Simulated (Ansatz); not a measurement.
# Si2Mo: response to strain

Si2Mo is deformed so: zz strain of -2 %. What stress and forces result, by LAPW, PAW and all-electron datasets made for the crystal?

Program: Ansatz 0.2.0. Level of theory: DFT PBEsol, scalar-relativistic. These are calculated values, not measurements.

### Step 1. The starting structure

The structure is tetragonal, space group I4/mmm (No. 139). Conventional cell: a = 3.200 Å, b = 3.200 Å, c = 7.861 Å, α = 90.00°, β = 90.00°, γ = 90.00°. Around Si (site symmetry 4mm) lie 5 Si at 2.61 to 2.63 Å and 5 Mo at 2.62 Å. Around Mo (site symmetry 4/mmm) lie 10 Si at 2.62 Å.

Structure file:

```cif
data_structure
_symmetry_space_group_name_H-M 'I4/mmm'
_symmetry_Int_Tables_number 139
_cell_length_a 3.2000
_cell_length_b 3.2000
_cell_length_c 7.8610
_cell_angle_alpha 90.000
_cell_angle_beta 90.000
_cell_angle_gamma 90.000
_cell_volume 80.50
loop_
_atom_site_label
_atom_site_type_symbol
_atom_site_symmetry_multiplicity
_atom_site_Wyckoff_symbol
_atom_site_fract_x
_atom_site_fract_y
_atom_site_fract_z
_atom_site_occupancy
Si1 Si 4 e 0.00000 0.00000 0.33300 1
Mo1 Mo 2 a 0.00000 0.00000 0.00000 1
```

The file gives the conventional cell by its symmetry; the runs use the cell typed in the input.

Atoms are numbered in the order of the input: Si1, Si2, Mo3.

### Step 2. After the deformation

Space group I4/mmm before, I4/mmm after.

### Step 3. All-electron LAPW

input.yaml

```yaml
crystal:
  lattice:
    - [-1.6, 1.6, 3.85189]
    - [1.6, -1.6, 3.85189]
    - [1.6, 1.6, -3.85189]
  atoms:
    - { symbol: Si, position: [0.333, 0.333, 0.0] }
    - { symbol: Si, position: [0.667, 0.667, 0.0] }
    - { symbol: Mo, position: [0.0, 0.0, 0.0] }
kpoints:
  mp_grid: { grid: [12, 12, 16] }
  band_path:
    path:
      - [0.0, 0.0, 0.0]
      - [0.0, 0.0, 0.5]
      - [0.25, 0.25, 0.25]
      - [0.0, 0.5, 0.0]
      - [0.0, 0.0, 0.0]
      - [0.5, 0.5, -0.5]
      - [0.2931352403, 0.7068647597, -0.2931352403]
      - [-0.2931352403, 0.2931352403, 0.2931352403]
      - [0.0, 0.0, 0.0]
    npoints: 5
scf:
  occupations: { method: fermi_dirac, width: 0.03 }
hamiltonian:
  xc: pbesol
  pseudopotentials: { kind: all_electron, lapw: { basis_error: 0.001 } }
output:
  forces: true
  stress: true
  eigenvalues: true
```

Launch:

```console
$ ansatz run input.yaml --threads 1 --pin off --max-ram 6144MiB --backend cpu --events-out ev --progress --plain --runs-dir out
```

What it wrote (excerpt; [...] marks lines left out):

```text
Warning: crystal.symmetry: narrowed to the stabiliser of the k-point mesh — unitary ops 16 → 4; excluded 12 operations that carry a point of the 12×12×16 mesh (shift [0, 0, 0]) off the mesh (the run samples exactly the mesh kpoints.mp_grid names, as under crystal.symmetry.detect: false, [...]
LAPW: plane waves up to 7.829 Å⁻¹, error target 1.0e-3 eV per atom; small_component_spin mean_spin; Si in spheres of 1.153 Å, 12 of its electrons in bands, Dirac shells []; Mo in spheres of 1.413 Å, 30 of its electrons in bands, Dirac shells []
[...]
Pseudopotentials: kind: all_electron
Pseudopotential: Si, LAPW, valence charge 12, Koelling and Harmon's equation, gaussian nucleus
Pseudopotential: Mo, LAPW, valence charge 30, Koelling and Harmon's equation, gaussian nucleus
Functional definition: PBEsol
[...]
Crystal: 3 atoms, lattice volume = 39.443 Å³
Basis set: ecut = 233.52735855159003 eV, 309 PW (Γ), FFT grids on a1+a3, a2+a3, a3, exchange–correlation at level 2
Bands: 33, of which v1, the nominal top of the filled ones, is band 27 counted from 1 (26 counted from 0)
Symmetry: 4 space group operations
k-points: 632 of 2304
[...]
SCF iter   1: F=—  HF=-125877.892433 eV  |F-HF|=—  |Δ(HF+E_count)|=         —  Δρ=4.51e-2  dr2=9.21e-1  ethr=1.70e-3  ⟨swp⟩=2.0  Hψ=134262  notcnv=0
[...]
the basis was enlarged: its passes take 383.4 KiB over the memory plan, 1 of 1 planned eigensolver slots
[...]
SCF iter  10: F=-125877.028200 eV  HF=-125877.028200 eV  |F-HF|=1.11e-8  |Δ(HF+E_count)|=   8.01e-8  Δρ=2.94e-6  dr2=6.66e-9  ethr=5.16e-10  ⟨swp⟩=2.0  Hψ=58456  notcnv=0
[...]
NSCF: frozen V_eff on 41 k-points
SCF converged after 10 iterations
Free energy (F): -125877.028200 eV
[...]
E sigma→0 (E₀):  -125877.027886 eV
Entropy (-TS):   -0.000628 eV (-0.209 meV/atom)
Fermi energy:    18.415067 eV
[...]
--- Forces (eV/Å), atoms counted from 1 ---
  atom   1  Si     0.00089749     0.00089749     0.30104534
  atom   2  Si    -0.00089749    -0.00089749    -0.30104534
  atom   3  Mo     0.00000000    -0.00000000    -0.00000000
[...]
--- Stress (GPa, compression-positive) ---
       -0.349445       0.001966      -0.006964
        0.001966      -0.349445      -0.006964
       -0.006964      -0.006964       7.478391
  P = ⅓ Tr σ = 2.2598 GPa (22.598 kbar)
--- Band table (eV; the first three rows and the last of 632) ---
[...]
```

Run time: 2.2 min. Hardware: 1 thread of Intel Xeon 6975P-C (Granite Rapids), shared host; peak memory 1.8 GiB.

Result: pressure 2.26 GPa; no gap; largest force 0.301 eV/Å.

### Step 4. Frozen-core PAW

input.yaml

```yaml
crystal:
  lattice:
    - [-1.6, 1.6, 3.85189]
    - [1.6, -1.6, 3.85189]
    - [1.6, 1.6, -3.85189]
  atoms:
    - { symbol: Si, position: [0.333, 0.333, 0.0] }
    - { symbol: Si, position: [0.667, 0.667, 0.0] }
    - { symbol: Mo, position: [0.0, 0.0, 0.0] }
kpoints:
  mp_grid: { grid: [12, 12, 16] }
scf:
  occupations: { method: fermi_dirac, width: 0.03 }
hamiltonian:
  xc: pbesol
  pseudopotentials: { kind: paw }
output:
  forces: true
  stress: true
  eigenvalues: true
  efg: { contact_densities: true }
```

Launch:

```console
$ ansatz run input.yaml --threads 1 --pin off --max-ram 6144MiB --backend cpu --events-out ev --progress --plain --runs-dir out
```

What it wrote (excerpt; [...] marks lines left out):

```text
Warning: crystal.symmetry: narrowed to the stabiliser of the k-point mesh — unitary ops 16 → 4; excluded 12 operations that carry a point of the 12×12×16 mesh (shift [0, 0, 0]) off the mesh (the run samples exactly the mesh kpoints.mp_grid names, as under crystal.symmetry.detect: false, [...]
Mo: output.efg is read without spin–orbit coupling, which moves field gradients at and beside such atoms by some per cent and up to a factor of two; PAW files take it under magnetization.noncollinear and magnetization.spin_orbit
[...]
Pseudopotentials: kind: paw
Pseudopotential: Si, paw, valence charge 4, recommended cutoff 420 eV (normal)
Pseudopotential: Mo, paw, valence charge 14, recommended cutoff 420 eV (normal)
Functional definition: PBEsol
[...]
Crystal: 3 atoms, lattice volume = 39.443 Å³
Basis set: ecut = 420 eV, 761 PW (Γ), exchange–correlation on 60×60×60 points (8 copies of the dense FFT grid, shifted against one another)
[...]
  atom   2  Si    -0.00090127    -0.00090127    -0.30138397
  atom   3  Mo     0.00000000    -0.00000000    -0.00000000
[...]
--- Stress (GPa, compression-positive) ---
       -0.386311       0.001644      -0.007044
        0.001644      -0.386311      -0.007044
       -0.007044      -0.007044       7.446650
  P = ⅓ Tr σ = 2.2247 GPa (22.247 kbar)
--- PAW observables at the nuclei: V_zz in 10²¹ V/m², potentials from the cell's mean, atoms counted from 1 ---
  atom   1  Si V_zz =    -1.580641   η = 0.0106   by run symmetry: allowed
            electrostatic potential = -1368.594001 V   contact ρ = 12761.093427 e/Å³
  atom   2  Si V_zz =    -1.580641   η = 0.0106   by run symmetry: allowed
            electrostatic potential = -1368.594001 V   contact ρ = 12761.093427 e/Å³
  atom   3  Mo V_zz =    -8.581663   η = 0.0090   by run symmetry: allowed
            electrostatic potential = -6358.364901 V   contact ρ = 594299.555102 e/Å³
--- Band table (eV; the first three rows and the last of 632) ---
  k-point 0: bands = ["-44.3574", "-18.5553", "-18.4653", "-18.4642", "2.6690", "9.8182", "13.0971", "13.1405", "13.4533", "13.4540", "16.5836", "19.2650", "19.3649", "19.8082", "19.8089"]
[...]
```

Wall time 13 s (1 thread of Intel Xeon 6975P-C (Granite Rapids), shared host); peak memory 0.67 GiB.

Read from it: pressure 2.22 GPa; no gap; largest force 0.301 eV/Å; Vzz Si1 -1.6, Mo3 -8.6 (10²¹ V/m²).

### Step 5. All-electron PAW on datasets made for the crystal

Edit input.yaml of step 4 so:

```diff
@@ -15,3 +15,3 @@
   xc: pbesol
-  pseudopotentials: { kind: paw }
+  pseudopotentials: { kind: all_electron, datasets: crystal }
 output:
```

Launch:

```console
$ ansatz run input.yaml --threads 1 --pin off --max-ram 6144MiB --backend cpu --events-out ev --progress --plain --runs-dir out
```

What it wrote (excerpt; [...] marks lines left out):

```text
Warning: crystal.symmetry: narrowed to the stabiliser of the k-point mesh — unitary ops 16 → 4; excluded 12 operations that carry a point of the 12×12×16 mesh (shift [0, 0, 0]) off the mesh (the run samples exactly the mesh kpoints.mp_grid names, as under crystal.symmetry.detect: false, [...]
Mo: output.efg is read without spin–orbit coupling, which moves field gradients at and beside such atoms by some per cent and up to a factor of two; PAW files take it under magnetization.noncollinear and magnetization.spin_orbit
[...]
Pseudopotentials: kind: all_electron
Pseudopotential: Si, paw, valence charge 12, recommended cutoff 300 eV (normal), Koelling and Harmon's equation, gaussian nucleus
Pseudopotential: Mo, paw, valence charge 14, recommended cutoff 300 eV (normal), Koelling and Harmon's equation, gaussian nucleus
Functional definition: PBEsol
[...]
Crystal: 3 atoms, lattice volume = 39.443 Å³
[...]
  atom   2  Si    -0.00089755    -0.00089755    -0.30099363
  atom   3  Mo     0.00000000     0.00000000     0.00000000
[...]
--- Stress (GPa, compression-positive) ---
       -0.352167       0.001966      -0.006967
        0.001966      -0.352167      -0.006967
       -0.006967      -0.006967       7.476692
  P = ⅓ Tr σ = 2.2575 GPa (22.575 kbar)
  It holds what live shells' own plane waves past their cutoff add
--- PAW observables at the nuclei: V_zz in 10²¹ V/m², potentials from the cell's mean, atoms counted from 1 ---
  atom   1  Si V_zz =    -1.547484   η = 0.0107   by run symmetry: allowed
            electrostatic potential = -1367.137083 V   contact ρ = 12769.990910 e/Å³
  atom   2  Si V_zz =    -1.547484   η = 0.0107   by run symmetry: allowed
            electrostatic potential = -1367.137083 V   contact ρ = 12769.990910 e/Å³
  atom   3  Mo V_zz =    -8.663740   η = 0.0089   by run symmetry: allowed
            electrostatic potential = -6356.550618 V   contact ρ = 594348.031745 e/Å³
--- Band table (eV; the first three rows and the last of 632) ---
  k-point 0: bands = ["4.8514", "11.9995", "15.2778", "15.3243", "15.6358", "15.6365", "18.7679", "21.4504", "21.5444"]
[...]
```

Run time: 67 s. Hardware: 1 thread of Intel Xeon 6975P-C (Granite Rapids), shared host; peak memory 1.3 GiB.

Result: pressure 2.26 GPa; no gap; largest force 0.301 eV/Å; Vzz Si1 -1.5, Mo3 -8.7 (10²¹ V/m²).

### Step 6. Stress and forces compared

Stress (GPa, compression positive):

```
          method     xx     yy    zz     yz     xz    xy
            LAPW  -0.35  -0.35  7.48  -0.01  -0.01  0.00
             PAW  -0.39  -0.39  7.45  -0.01  -0.01  0.00
crystal datasets  -0.35  -0.35  7.48  -0.01  -0.01  0.00
```

Forces (eV/Å):

```
atom  LAPW x  LAPW y  LAPW z   PAW x   PAW y   PAW z  crystal datasets x  crystal datasets y  crystal datasets z
 Si1   0.001   0.001   0.301   0.001   0.001   0.301               0.001               0.001               0.301
 Si2  -0.001  -0.001  -0.301  -0.001  -0.001  -0.301              -0.001              -0.001              -0.301
 Mo3   0.000   0.000   0.000   0.000   0.000   0.000               0.000               0.000               0.000
```

```
          method  pressure (GPa)  largest force (eV/Å)  Vzz Si1 (10²¹ V/m²)  Vzz Mo3 (10²¹ V/m²)  SCF cycles, all passes
            LAPW            2.26                 0.301                    –                    –                      10
             PAW            2.22                 0.301                -1.58                -8.58                       6
crystal datasets            2.26                 0.301                -1.55                -8.66                      11
```

### Step 7. Results

| quantity | value |
| --- | --- |
| pressure | LAPW 2.26, PAW 2.22, crystal datasets 2.26 GPa |
| largest shear or deviatoric stress (LAPW) | 5.22 GPa |

What this shows: The largest part of the stress beyond the pressure is 5.22 GPa in size, in the zz component; the atoms are carried along and not relaxed. No run of the undeformed cell stands beside it, so the pressure holds what the given cell had before the change. PAW: stress within 0.04 GPa of LAPW, forces within 1 meV/Å. Crystal datasets: stress within 0.01 GPa of LAPW, forces within 1 meV/Å. The k mesh doesn't keep the crystal's whole symmetry, which leaves small spurious terms.
